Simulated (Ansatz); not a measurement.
# Cl3H2HfN: the cost of one run

Method: RKS PBE0-D4/def2-TZVP; program: Ansatz 0.2.0, Gaussian basis.

Plan: relaxation at PBE0-D4/def2-TZVP; harmonic vibrations at the same level; a single point in def2-TZVPP for the fields.

1 further run of the same task is left out (for a known fault of the program).

## 1. Starting geometry

SMILES `[NH2][Hf]([Cl])([Cl])[Cl]`, 7 atoms, charge 0, spin multiplicity 1.

Atoms are counted from 1 here; the program's logs count them from 0.

Bond lengths: N1–Hf2 1.977 Å, N1–H6 1.019 Å, N1–H7 1.019 Å, Hf2–Cl3 2.264 Å, Hf2–Cl4 2.263 Å, Hf2–Cl5 2.262 Å. Angles: Hf2–N1–H6 126.2°, Hf2–N1–H7 124.8°, H6–N1–H7 107.5°, N1–Hf2–Cl3 109.7°, N1–Hf2–Cl4 110.7°, N1–Hf2–Cl5 123.6°, Cl3–Hf2–Cl4 107.2°, Cl3–Hf2–Cl5 102.7°, Cl4–Hf2–Cl5 101.8°.

The start is a GFN2-xTB geometry. Hf takes the def2 core potential; no spin-orbit term is included.

## 2. Relaxation at PBE0-D4/def2-TZVP

Input file in.yaml:

```yaml
crystal:
  periodic: [false, false, false]
  atoms:
    - {symbol: N, position_ang: [-0.591790, 0.801190, 0.932790]}
    - {symbol: Hf, position_ang: [0.301090, -0.268760, -0.469120]}
    - {symbol: Cl, position_ang: [1.853690, -1.618510, 0.475730]}
    - {symbol: Cl, position_ang: [-1.189460, -1.603930, -1.526280]}
    - {symbol: Cl, position_ang: [1.425140, 0.636580, -2.211140]}
    - {symbol: H, position_ang: [-1.553940, 1.135320, 0.913920]}
    - {symbol: H, position_ang: [-0.244730, 0.918110, 1.884090]}
basis:
  gaussian: {orbitals: def2-TZVP}
hamiltonian: {xc: pbe0, dispersion: d4}
relax: {f_tol: 0.005, max_steps: 150}
```

Command:

```sh
$ ansatz run in.yaml --threads 4 --pin off --events-out ev --progress --plain --max-ram 10444MiB
```

What time and memory should one allow on 4 threads of Arm Neoverse V1, shared host?

About 36 s, with a peak of 0.63 GiB.
